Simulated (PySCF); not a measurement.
# C2H9OPSi2: a tour of settings

Aim: see how C2H9OPSi2 (`O[Si@@H]1CC[SiH2]P1`) answers to the choice of functional, basis, grid and SCF options, and what happens with inputs that are wrong on purpose.

Programs: PySCF 2.14.0, with density-fitted response routines of our own. Each step states its level of theory. These are calculated values for one molecule in the gas phase, unless marked as measured. Atoms count from 0, in the outputs and in this text.

## Step 1: The molecule as given

15 atoms, charge 0, multiplicity 1; geometry from: GFN2-xTB.

Bonds of the start (Å): O0–Si1 1.63, Si1–C2 1.91, C2–C3 1.53, C3–Si4 1.92, Si4–P5 2.24, P5–Si1 2.25, O0–H6 0.95, Si1–H7 1.47, C2–H8 1.09, C2–H9 1.09, C3–H10 1.09, C3–H11 1.09, Si4–H12 1.47, Si4–H13 1.47, P5–H14 1.38.

## Step 2: J couplings: HCTH407/6-311G**

The job: settings as JSON, then the geometry in Å.

```
{"job": {"kind": "j", "xc": "HCTH407", "basis": "6-311G**", "scf": {"guess": "vsap", "conv": 1e-06}}, "charge": 0, "multiplicity": 1}
O      2.362889    -0.801428    -1.214479
Si     1.331583    -0.634500     0.031606
C     -0.389368    -1.041473    -0.685629
C     -1.490379    -0.299499     0.067739
Si    -1.015430     1.537137     0.338454
P      1.197297     1.510398     0.695986
H      3.220464    -0.384636    -1.210400
H      1.722505    -1.518266     1.136432
H     -0.577346    -2.115391    -0.672854
H     -0.395762    -0.736297    -1.733632
H     -1.637503    -0.774161     1.040914
H     -2.438261    -0.384991    -0.465729
H     -1.739915     2.103485     1.479503
H     -1.264875     2.328103    -0.871333
H      1.109687     1.219509     2.041510
```

Level: HCTH407/6-311G** indirect spin-spin coupling, non-relativistic, gas phase.

The run is started by

```sh
> OMP_NUM_THREADS=1 python probes_run.py task.json out
```

The driver reads the jobs from task.json and runs them one after another.

Output:

```text
final grid: 117752 points
cycle   1  E = -1063.6076924558  dE =  1.210e+01  |g| = 5.522e+00  |ddm| = 2.943e+01
cycle   2  E = -1028.6969449497  dE =  3.491e+01  |g| = 1.177e+01  |ddm| = 3.127e+01
cycle   3  E = -1069.5129978941  dE = -4.082e+01  |g| = 5.019e+00  |ddm| = 1.071e+01
cycle   4  E = -1076.7139995391  dE = -7.201e+00  |g| = 1.593e+00  |ddm| = 6.028e+00
cycle   5  E = -1077.0610696264  dE = -3.471e-01  |g| = 1.060e+00  |ddm| = 2.090e+00
cycle   6  E = -1077.3755361485  dE = -3.145e-01  |g| = 2.896e-01  |ddm| = 1.632e+00
cycle   7  E = -1077.3940512639  dE = -1.852e-02  |g| = 1.413e-01  |ddm| = 4.664e-01
cycle   8  E = -1077.3995016863  dE = -5.450e-03  |g| = 3.781e-02  |ddm| = 1.983e-01
cycle   9  E = -1077.3998584602  dE = -3.568e-04  |g| = 1.856e-02  |ddm| = 6.406e-02
cycle  10  E = -1077.3999256159  dE = -6.716e-05  |g| = 5.906e-03  |ddm| = 2.517e-02
cycle  11  E = -1077.3999340361  dE = -8.420e-06  |g| = 1.005e-03  |ddm| = 8.396e-03
cycle  12  E = -1077.3999343618  dE = -3.257e-07  |g| = 3.156e-04  |ddm| = 1.893e-03
converged SCF energy = -1077.3999343618

Indirect spin-spin couplings (Hz)
  i      j    bonds     total        FC       PSO       DSO        SD
  0 O    1 Si   1    -30.446   -24.371    -6.312     0.053     0.184
  0 O    2 C    2     -8.557    -8.736     0.183    -0.004         -
  0 O    3 C    3     -1.783    -1.868     0.052     0.034         -
  0 O    4 Si   3      0.798     0.891    -0.059    -0.021    -0.013
  0 O    5 P    2     -2.428    -1.362     0.002     0.023    -1.090
  0 O    6 H    1    -78.148   -65.905   -11.759    -0.484         -
  0 O    7 H    2     -3.700    -3.937     0.053     0.184         -
  0 O    8 H    3      0.520     0.490    -0.026     0.057         -
  0 O    9 H    3     -0.942    -0.929     0.103    -0.116         -
  0 O   10 H    4      0.324     0.206    -0.056     0.174         -
  0 O   11 H    4     -1.086    -1.149    -0.082     0.145         -
  0 O   14 H    3     -0.919    -1.131    -0.002     0.215         -
  1 Si   2 C    1    -59.049   -59.707     2.009    -0.133    -1.217
  1 Si   3 C    2     -7.146    -7.433     0.302    -0.036     0.021
  1 Si   4 Si   2      1.823     1.798    -0.027     0.017     0.035
  1 Si   5 P    1     60.959    56.046    11.311    -0.128    -6.271
  1 Si   6 H    2     -0.258    -1.027     0.470     0.527    -0.229
  1 Si   7 H    1   -199.181  -199.532     1.065    -0.453    -0.261
  1 Si   8 H    2      3.371     3.313     0.246     0.000    -0.189
  1 Si   9 H    2      9.206     9.185     0.203    -0.039    -0.143
  1 Si  10 H    3     -0.460    -0.563     0.163    -0.075     0.016
  1 Si  11 H    3    -23.190   -23.130    -0.231     0.221    -0.051
  1 Si  12 H    3     -5.326    -5.482    -0.067     0.194     0.028
  1 Si  13 H    3      0.420     0.232     0.039     0.109     0.039
  1 Si  14 H    2      6.133     5.750     0.479    -0.080    -0.016
  2 C    3 C    1     24.542    24.617    -0.315     0.239         -
  2 C    4 Si   2     -2.139    -2.547     0.377    -0.025     0.055
  2 C    5 P    2     -1.197    -0.455    -0.700    -0.003    -0.039
  2 C    6 H    3      4.797     4.981     0.403    -0.587         -
  2 C    7 H    2      8.172     8.409    -0.085    -0.152         -
  2 C    8 H    1    106.120   103.961     1.195     0.965         -
  2 C    9 H    1    103.032   100.843     1.164     1.024         -
  2 C   10 H    2     -4.804    -4.956     0.150     0.002         -
  2 C   11 H    2     -4.133    -4.245     0.171    -0.059         -
  2 C   12 H    3      5.438     5.628     0.151    -0.341         -
  2 C   13 H    3     -0.299    -0.278     0.019    -0.039         -
  2 C   14 H    3      0.363     0.492     0.036    -0.165         -
  3 C    4 Si   1    -44.100   -44.172     1.590    -0.106    -1.411
  3 C    5 P    2     -0.761    -0.301    -0.516    -0.004     0.060
  3 C    6 H    4      0.572     0.710     0.264    -0.402         -
  3 C    7 H    3      0.387     0.435     0.042    -0.090         -
  3 C    8 H    2     -4.222    -4.331     0.175    -0.065         -
  3 C    9 H    2     -4.719    -4.842     0.127    -0.004         -
  3 C   10 H    1    102.181    99.982     1.234     0.965         -
  3 C   11 H    1    106.114   104.013     1.182     0.918         -
  3 C   12 H    2      2.222     2.400    -0.030    -0.148         -
  3 C   13 H    2      2.398     2.565    -0.023    -0.144         -
  3 C   14 H    3     -0.386    -0.364    -0.008    -0.013         -
  4 Si   5 P    1     60.667    59.161     8.783    -0.098    -7.179
  4 Si   6 H    4      0.221     0.124    -0.125     0.211     0.010
  4 Si   7 H    3     -1.899    -2.031    -0.069     0.168     0.033
  4 Si   8 H    3    -20.701   -20.663    -0.223     0.252    -0.066
  4 Si   9 H    3     -0.350    -0.513     0.167    -0.037     0.033
  4 Si  10 H    2      6.086     5.941     0.250     0.031    -0.136
  4 Si  11 H    2      2.940     2.960     0.111     0.066    -0.197
  4 Si  12 H    1   -188.199  -188.347     0.680    -0.289    -0.243
  4 Si  13 H    1   -188.272  -188.413     0.673    -0.302    -0.230
  4 Si  14 H    2      6.686     6.413     0.330    -0.017    -0.039
  5 P    6 H    3     -2.059    -2.422     0.251     0.005     0.108
  5 P    7 H    2      9.240    10.398    -0.804    -0.237    -0.117
  5 P    8 H    3      4.894     5.204     0.200    -0.537     0.027
  5 P    9 H    3      0.895     1.055     0.124    -0.135    -0.149
  5 P   10 H    3     -0.360    -0.266     0.243    -0.140    -0.197
  5 P   11 H    3     -0.670    -0.315     0.177    -0.532    -0.000
  5 P   12 H    2      1.805     2.408    -0.294    -0.263    -0.046
  5 P   13 H    2     44.817    45.048    -0.180    -0.170     0.119
  5 P   14 H    1    142.715   132.112     9.281     0.719     0.603
  6 H    7 H    3     -1.828    -1.232     1.061    -1.658         -
  6 H    8 H    4     -1.084    -0.556     1.667    -2.195         -
  6 H    9 H    4     -0.534    -0.204     1.412    -1.741         -
  6 H   10 H    5     -0.582    -0.076     1.075    -1.580         -
  6 H   11 H    5      0.285     0.672     1.115    -1.502         -
  6 H   12 H    5     -0.604    -0.044     0.677    -1.236         -
  6 H   13 H    5     -0.269    -0.014     0.428    -0.683         -
  6 H   14 H    4     -0.847    -0.279     0.498    -1.066         -
  7 H    8 H    3      0.885     0.862    -0.100     0.123         -
  7 H    9 H    3      1.951     2.802     1.251    -2.102         -
  7 H   11 H    4     -0.460    -0.152     0.951    -1.259         -
  7 H   12 H    4      0.427     0.825     0.385    -0.783         -
  7 H   13 H    4     -0.613     0.123     0.725    -1.461         -
  7 H   14 H    3      3.590     3.140    -0.513     0.963         -
  8 H    9 H    2    -13.857   -14.245     2.053    -1.664         -
  8 H   10 H    3      5.976     5.704     0.057     0.216         -
  8 H   11 H    3      1.953     1.855     0.520    -0.423         -
  8 H   12 H    4      1.423     1.836     0.931    -1.344         -
  8 H   13 H    4     -0.831    -0.550     0.953    -1.235         -
  9 H   10 H    3     12.331    12.518     2.238    -2.424         -
  9 H   11 H    3      5.672     5.408     0.054     0.210         -
  9 H   12 H    4     -0.901    -0.224     0.851    -1.529         -
  9 H   13 H    4      0.188    -0.079    -0.476     0.743         -
  9 H   14 H    4     -0.518     0.095     0.862    -1.475         -
 10 H   11 H    2    -13.791   -14.137     2.147    -1.801         -
 10 H   12 H    3      2.271     2.189    -0.146     0.229         -
 10 H   13 H    3      5.516     6.368     1.278    -2.129         -
 10 H   14 H    4      0.322     0.076    -0.390     0.636         -
 11 H   12 H    3     -0.356    -0.047     0.470    -0.779         -
 11 H   13 H    3      1.661     1.652    -0.002     0.010         -
 11 H   14 H    4     -0.437    -0.052     0.862    -1.246         -
 12 H   13 H    2     -1.851    -0.785     0.868    -1.934         -
 12 H   14 H    3      5.309     5.012    -0.316     0.613         -
 13 H   14 H    3      6.822     7.949     0.894    -2.021         -
```

Wall time 34 s (1 thread of Arm Neoverse V2, shared host); peak memory 0.71 GiB.

This basis has no tight s functions, so the Fermi-contact terms are rough.

Couplings of 1 Hz or more, nine at most for each number of bonds (isotopes 13C, 1H, 17O, 31P, 29Si):

```tsv
pair	bonds	J (Hz)	Fermi contact (Hz)	dihedral (°)
Si1–H7	1	-199.2	-199.5	–
Si4–H13	1	-188.3	-188.4	–
Si4–H12	1	-188.2	-188.3	–
P5–H14	1	142.7	132.1	–
C2–H8	1	106.1	104.0	–
C3–H11	1	106.1	104.0	–
C2–H9	1	103.0	100.8	–
C3–H10	1	102.2	100.0	–
O0–H6	1	-78.1	-65.9	–
P5–H13	2	44.8	45.0	–
H8–H9	2	-13.9	-14.2	–
H10–H11	2	-13.8	-14.1	–
P5–H7	2	9.2	10.4	–
Si1–H9	2	9.2	9.2	–
O0–C2	2	-8.6	-8.7	–
C2–H7	2	8.2	8.4	–
Si1–C3	2	-7.1	-7.4	–
Si4–H14	2	6.7	6.4	–
Si1–H11	3	-23.2	-23.1	169
Si4–H8	3	-20.7	-20.7	169
H9–H10	3	12.3	12.5	167
H13–H14	3	6.8	7.9	158
H8–H10	3	6.0	5.7	50
H9–H11	3	5.7	5.4	50
H10–H13	3	5.5	6.4	-160
C2–H12	3	5.4	5.6	-157
Si1–H12	3	-5.3	-5.5	132
H8–H12	4	1.4	1.8	–
O0–H11	4	-1.1	-1.1	–
H6–H8	4	-1.1	-0.6	–
```

The spin-dipole term was solved for some atoms only; pairs without it lack that part.

The response was solved for the nuclei of C, H, P, Si alone, so couplings that need other nuclei can be missing.

Quadrupole couplings from the field gradients of the same density:

```tsv
atom	isotope	eQq/h (MHz)	η
O0	17O	-8.993	0.49
```

## Step 3: Spin-spin couplings: PBE0/pcSseg-0

Settings changed since step 2:

```diff
@@ -1,2 +1,2 @@
-{"job": {"kind": "j", "xc": "HCTH407", "basis": "6-311G**", "scf": {"guess": "vsap", "conv": 1e-06}}, "charge": 0, "multiplicity": 1}
+{"job": {"kind": "j", "xc": "PBE0", "basis": "pcSseg-0", "scf": {"guess": "vsap"}}, "charge": 0, "multiplicity": 1}
 O      2.362889    -0.801428    -1.214479
```

Level: PBE0/pcSseg-0 indirect spin-spin coupling, non-relativistic, gas phase.

Output:

```text
final grid: 117752 points
cycle   1  E = -1070.4178040967  dE =  3.458e+00  |g| = 3.403e+00  |ddm| = 1.349e+01
cycle   2  E = -1047.9974910720  dE =  2.242e+01  |g| = 7.889e+00  |ddm| = 1.660e+01
cycle   3  E = -1074.5405425928  dE = -2.654e+01  |g| = 1.726e+00  |ddm| = 1.018e+01
cycle   4  E = -1074.8687779471  dE = -3.282e-01  |g| = 1.082e+00  |ddm| = 3.050e+00
cycle   5  E = -1075.2031749768  dE = -3.344e-01  |g| = 3.199e-01  |ddm| = 1.807e+00
cycle   6  E = -1075.2335995417  dE = -3.042e-02  |g| = 1.395e-01  |ddm| = 6.886e-01
cycle   7  E = -1075.2392599057  dE = -5.660e-03  |g| = 3.167e-02  |ddm| = 3.043e-01
cycle   8  E = -1075.2394619342  dE = -2.020e-04  |g| = 1.136e-02  |ddm| = 5.893e-02
cycle   9  E = -1075.2394934326  dE = -3.150e-05  |g| = 1.984e-03  |ddm| = 1.622e-02
cycle  10  E = -1075.2394945560  dE = -1.123e-06  |g| = 4.667e-04  |ddm| = 4.239e-03
cycle  11  E = -1075.2394946291  dE = -7.310e-08  |g| = 5.496e-05  |ddm| = 1.029e-03
cycle  12  E = -1075.2394946303  dE = -1.226e-09  |g| = 1.769e-05  |ddm| = 1.908e-04
cycle  13  E = -1075.2394946305  dE = -1.332e-10  |g| = 2.770e-06  |ddm| = 4.891e-05
converged SCF energy = -1075.2394946305

Indirect spin-spin couplings (Hz)
  i      j    bonds     total        FC       PSO       DSO        SD
  0 O    1 Si   1    -51.305   -43.607    -7.703     0.061    -0.056
  0 O    2 C    2    -17.157   -17.305     0.152    -0.004         -
  0 O    3 C    3     -2.927    -3.044     0.083     0.033         -
  0 O    4 Si   3      1.297     1.420    -0.069    -0.021    -0.033
  0 O    5 P    2    -18.079   -15.554    -0.636     0.018    -1.907
  0 O    6 H    1    -86.882   -74.689   -11.481    -0.713         -
  0 O    7 H    2     -7.151    -7.400     0.089     0.160         -
  0 O    8 H    3      0.619     0.620    -0.058     0.057         -
  0 O    9 H    3     -0.902    -0.875     0.083    -0.110         -
  0 O   10 H    4      0.419     0.227     0.022     0.170         -
  0 O   11 H    4     -1.095    -1.215    -0.024     0.143         -
  0 O   14 H    3     -1.086    -1.326     0.040     0.201         -
  1 Si   2 C    1   -107.155  -107.951     2.238    -0.135    -1.307
  1 Si   3 C    2    -10.257   -10.620     0.374    -0.036     0.025
  1 Si   4 Si   2     -0.623    -0.504    -0.118     0.017    -0.019
  1 Si   5 P    1    146.248   141.228    12.631    -0.136    -7.475
  1 Si   6 H    2      0.512    -0.506     0.815     0.482    -0.279
  1 Si   7 H    1   -288.869  -289.755     1.108    -0.516     0.294
  1 Si   8 H    2      8.061     7.972     0.251    -0.009    -0.153
  1 Si   9 H    2     15.901    15.920     0.126    -0.048    -0.098
  1 Si  10 H    3     -0.610    -0.765     0.210    -0.077     0.022
  1 Si  11 H    3    -28.581   -28.656    -0.097     0.216    -0.043
  1 Si  12 H    3     -7.146    -7.387     0.026     0.187     0.028
  1 Si  13 H    3      0.454     0.218     0.094     0.103     0.039
  1 Si  14 H    2      7.704     7.197     0.583    -0.098     0.021
  2 C    3 C    1     65.818    65.625    -0.055     0.248         -
  2 C    4 Si   2     -1.787    -2.268     0.440    -0.025     0.067
  2 C    5 P    2     -6.118    -5.052    -1.058     0.001    -0.009
  2 C    6 H    3      5.775     6.218     0.123    -0.566         -
  2 C    7 H    2      9.643     9.832    -0.057    -0.132         -
  2 C    8 H    1    139.817   137.041     1.736     1.039         -
  2 C    9 H    1    132.120   129.288     1.734     1.098         -
  2 C   10 H    2     -7.658    -7.886     0.203     0.025         -
  2 C   11 H    2     -6.502    -6.743     0.277    -0.035         -
  2 C   12 H    3      6.625     6.907     0.048    -0.330         -
  2 C   13 H    3     -0.110    -0.078    -0.000    -0.032         -
  2 C   14 H    3      0.463     0.616    -0.000    -0.153         -
  3 C    4 Si   1    -77.020   -77.044     1.656    -0.108    -1.523
  3 C    5 P    2     -5.155    -4.466    -0.798     0.000     0.108
  3 C    6 H    4      0.484     0.778     0.095    -0.389         -
  3 C    7 H    3      0.277     0.345     0.012    -0.080         -
  3 C    8 H    2     -6.566    -6.793     0.267    -0.041         -
  3 C    9 H    2     -7.776    -7.967     0.171     0.020         -
  3 C   10 H    1    130.001   127.141     1.818     1.041         -
  3 C   11 H    1    140.192   137.485     1.713     0.993         -
  3 C   12 H    2      2.926     3.044     0.014    -0.132         -
  3 C   13 H    2      3.391     3.497     0.021    -0.127         -
  3 C   14 H    3     -0.526    -0.523     0.003    -0.005         -
  4 Si   5 P    1    172.274   172.114     8.815    -0.106    -8.549
  4 Si   6 H    4      0.188     0.020    -0.049     0.204     0.012
  4 Si   7 H    3     -1.532    -1.690    -0.034     0.161     0.031
  4 Si   8 H    3    -23.969   -24.029    -0.130     0.246    -0.056
  4 Si   9 H    3     -0.450    -0.610     0.155    -0.038     0.044
  4 Si  10 H    2     11.945    11.816     0.207     0.022    -0.098
  4 Si  11 H    2      7.637     7.732     0.020     0.057    -0.172
  4 Si  12 H    1   -275.266  -275.696     0.473    -0.351     0.307
  4 Si  13 H    1   -283.916  -284.268     0.414    -0.362     0.300
  4 Si  14 H    2      9.879     9.658     0.263    -0.035    -0.008
  5 P    6 H    3     -2.710    -3.241     0.542     0.019    -0.030
  5 P    7 H    2      6.439     8.067    -1.264    -0.198    -0.166
  5 P    8 H    3      5.277     5.984    -0.245    -0.518     0.055
  5 P    9 H    3      1.595     2.010    -0.108    -0.122    -0.185
  5 P   10 H    3     -1.493    -0.774    -0.411    -0.122    -0.186
  5 P   11 H    3     -3.181    -2.383    -0.272    -0.514    -0.012
  5 P   12 H    2      1.178     1.997    -0.497    -0.228    -0.093
  5 P   13 H    2     69.374    69.345     0.175    -0.143    -0.003
  5 P   14 H    1    198.350   188.914     9.019     0.905    -0.488
  6 H    7 H    3     -2.177    -0.960     0.301    -1.518         -
  6 H    8 H    4     -2.013    -0.472     0.580    -2.122         -
  6 H    9 H    4     -1.399    -0.155     0.429    -1.673         -
  6 H   10 H    5     -1.189    -0.054     0.399    -1.535         -
  6 H   11 H    5     -0.469     0.543     0.448    -1.460         -
  6 H   12 H    5     -1.003    -0.036     0.233    -1.200         -
  6 H   13 H    5     -0.514    -0.003     0.143    -0.654         -
  6 H   14 H    4     -1.074    -0.204     0.133    -1.003         -
  7 H    8 H    3      1.118     1.018    -0.078     0.178         -
  7 H    9 H    3      1.821     3.361     0.482    -2.022         -
  7 H   10 H    4      0.177    -0.175    -0.180     0.532         -
  7 H   11 H    4     -1.095    -0.321     0.442    -1.216         -
  7 H   12 H    4      0.321     0.938     0.131    -0.748         -
  7 H   13 H    4     -1.082     0.078     0.253    -1.414         -
  7 H   14 H    3      4.259     3.498    -0.247     1.007         -
  8 H    9 H    2    -14.118   -13.668     1.009    -1.459         -
  8 H   10 H    3      4.705     4.492    -0.063     0.275         -
  8 H   11 H    3      1.432     1.609     0.179    -0.357         -
  8 H   12 H    4      0.542     1.429     0.419    -1.306         -
  8 H   13 H    4     -1.252    -0.500     0.443    -1.196         -
  8 H   14 H    4     -0.440     0.256     0.282    -0.978         -
  9 H   10 H    3      8.723    10.016     1.039    -2.332         -
  9 H   11 H    3      4.559     4.351    -0.061     0.270         -
  9 H   12 H    4     -1.424    -0.257     0.316    -1.483         -
  9 H   13 H    4      0.356    -0.157    -0.240     0.752         -
  9 H   14 H    4     -1.032     0.045     0.344    -1.421         -
 10 H   11 H    2    -14.099   -13.543     1.036    -1.591         -
 10 H   12 H    3      2.725     2.550    -0.101     0.276         -
 10 H   13 H    3      4.627     6.200     0.481    -2.053         -
 10 H   14 H    4      0.438    -0.038    -0.169     0.645         -
 11 H   12 H    3     -0.387     0.156     0.175    -0.718         -
 11 H   13 H    3      1.991     1.963    -0.031     0.059         -
 11 H   14 H    4     -0.970    -0.152     0.386    -1.205         -
 12 H   13 H    2     -3.172    -1.617     0.184    -1.740         -
 12 H   14 H    3      5.542     5.051    -0.165     0.657         -
 13 H   14 H    3      6.196     7.884     0.242    -1.930         -
```

It took 12 s on 1 thread of Arm Neoverse V2, shared host.

This basis has no tight s functions, so the Fermi-contact terms are rough.

Key values: J(Si1,H7) -288.9 Hz, J(Si4,H13) -283.9 Hz, J(Si4,H12) -275.3 Hz.

(Part 1 of 2 ends here.)
